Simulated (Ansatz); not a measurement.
**SnH2S2F2 (SMILES [F][Sn]([F])([SH])[SH]) at r2SCAN/def2-SVP (core potential)**

Aim: the vertical ionisation energy of SnH2S2F2 at r2SCAN/def2-SVP (core potential), from 2 runs. 

Program for the calculation: Ansatz 0.2.0.

45 further runs of the same task are left out: 45 set aside as unsound or not needed. Runs told in other sessions of the task aren't counted.

## Step 1: The molecule

The species is SnH2S2F2 (7 atoms), meant as a singlet with charge 0. SMILES: `[F][Sn]([F])([SH])[SH]`. The coordinates come from a PBE0-D4/def2-TZVP relaxation. This is one conformer, not always the lowest.

Bond lengths: F1–Sn2 1.902 Å, Sn2–F3 1.906 Å, Sn2–S4 2.359 Å, Sn2–S5 2.362 Å, S4–H6 1.346 Å, S5–H7 1.346 Å. Angles: F1–Sn2–F3 102.6°, F1–Sn2–S4 105.1°, F1–Sn2–S5 112.8°, F3–Sn2–S4 113.0°, F3–Sn2–S5 105.0°, S4–Sn2–S5 117.6°, Sn2–S4–H6 91.6°, Sn2–S5–H7 90.4°.

## Step 2: A single-point energy at r2SCAN/def2-SVP (core potential)

The input, run.yaml:

```yaml
crystal:
  periodic: [false, false, false]
  atoms:
    - {symbol: F, position_ang: [0.246200, -2.260000, 0.562200]}
    - {symbol: Sn, position_ang: [0.078900, -0.394700, 0.232400]}
    - {symbol: F, position_ang: [1.629500, 0.318000, 1.082100]}
    - {symbol: S, position_ang: [-1.928000, 0.238900, 1.297200]}
    - {symbol: S, position_ang: [0.326700, 0.156800, -2.051400]}
    - {symbol: H, position_ang: [-1.920300, 1.436500, 0.683700]}
    - {symbol: H, position_ang: [1.628300, 0.436500, -1.851900]}
basis:
  gaussian:
    orbitals: def2-SVP
accuracy: high
output: {orbitals: {seedname: orbitals}}
hamiltonian:
  xc: {name: r2SCAN}
```

On the command line:

```console
ansatz run run.yaml --threads 1 --pin off --max-ram 2610MiB --events-out events.jsonl --progress --plain --runs-dir runs
```

The program printed:

```text
Warning: RAYON_NUM_THREADS=1 ignored (pool sized by the plan → 1); use --threads N
Functional definition: r2SCAN
  name "r2SCAN"
  parameter k0 = 0.174
  parameter k1 = 0.065
  parameter a1 = 4.9479
  exchange = r2scan_x(k0 = k0, k1 = k1, a1 = a1)
  correlation = r2scan_c
2157 factors; integrals over basis functions are off by at most 1.4e-8 eV
mean field evaluation 1: about -32954.3075 eV, gradient 5.1e1 eV
mean field evaluation 2: about -32931.9280 eV, gradient 1.3e2 eV
mean field evaluation 4: about -32958.7042 eV, gradient 6.2e0 eV
mean field evaluation 8: about -32958.8070 eV, gradient 1.8e-1 eV
mean field evaluation 16: about -32958.8070 eV, gradient 3.1e-5 eV
mean field -32958.80701071 eV, -1211.2138173620 hartree, gradient 1.4e-8 eV, S^2 0.000000; 0 other end points of the search recorded, 0 dependent functions left out
reference -32958.80701162 eV, -1211.2138173953 hartree; 37, 37 occupied and 63, 63 virtual orbitals, 2157 factors
Total energy: -32958.80701162 eV, -1211.2138173953 hartree
```

Run time: 20 s. Hardware: 1 thread of Arm Neoverse V2, shared host; peak memory 0.34 GiB.

## Step 3: The doublet cation at the same level

The input, input.yaml:

```yaml
crystal:
  periodic: [false, false, false]
  atoms:
    - {symbol: F, position_ang: [0.246200, -2.260000, 0.562200]}
    - {symbol: Sn, position_ang: [0.078900, -0.394700, 0.232400]}
    - {symbol: F, position_ang: [1.629500, 0.318000, 1.082100]}
    - {symbol: S, position_ang: [-1.928000, 0.238900, 1.297200]}
    - {symbol: S, position_ang: [0.326700, 0.156800, -2.051400]}
    - {symbol: H, position_ang: [-1.920300, 1.436500, 0.683700]}
    - {symbol: H, position_ang: [1.628300, 0.436500, -1.851900]}
basis:
  gaussian:
    orbitals: def2-SVP
total_charge: 1
magnetization:
  spin_polarized: true
  initial_magnetization: 1
hamiltonian:
  xc: {name: r2SCAN}
accuracy: high
output: {orbitals: {seedname: orbitals}}
```

On the command line:

```console
ansatz run input.yaml --threads 1 --pin off --max-ram 2610MiB --events-out events.jsonl --progress --plain --runs-dir runs
```

The program printed, cut to the lines that bear on the results:

```text
Warning: RAYON_NUM_THREADS=1 ignored (pool sized by the plan → 1); use --threads N
[... 7 set-up lines as earlier in the session ...]
2157 factors; integrals over basis functions are off by at most 1.4e-8 eV
mean field evaluation 1: about -32935.6342 eV, gradient 5.9e1 eV
mean field evaluation 2: about -32585.1397 eV, gradient 2.4e2 eV
mean field evaluation 4: about -32938.0200 eV, gradient 3.7e1 eV
mean field evaluation 8: about -32947.1520 eV, gradient 1.1e1 eV
mean field evaluation 16: about -32948.5889 eV, gradient 2.3e-2 eV
mean field evaluation 32: about -32947.5943 eV, gradient 2.3e0 eV
mean field -32948.58885742 eV, -1210.8383071547 hartree, gradient 3.0e-8 eV, S^2 0.754170; 4 other end points of the search recorded, 0 dependent functions left out
reference -32948.58886024 eV, -1210.8383072581 hartree; 37, 36 occupied and 63, 64 virtual orbitals, 2157 factors
Total energy: -32948.58886024 eV, -1210.8383072581 hartree
```

Run time: 73 s. Hardware: 1 thread of Arm Neoverse V2, shared host; peak memory 0.56 GiB.

## Step 4: What came out

Level: r2SCAN/def2-SVP (core potential).

```
                                          quantity           value
                    singlet SnH2S2F2: total energy  -1211.21382 Eh
                     singlet SnH2S2F2: HOMO energy        -7.42 eV
                     singlet SnH2S2F2: LUMO energy        -3.04 eV
                   singlet SnH2S2F2: HOMO–LUMO gap         4.38 eV
                      doublet cation: total energy  -1210.83831 Eh
doublet cation: HOMO energy (highest over α and β)       -13.04 eV
 doublet cation: LUMO energy (lowest over α and β)       -12.97 eV
                              doublet cation: ⟨S²⟩           0.754
vertical ionisation energy (to the doublet cation)       10.218 eV
```

In words: The vertical ionisation energy comes to 10.22 eV (236 kcal/mol). The negative HOMO energy of the first species, 7.42 eV, lies 2.80 eV below that difference.
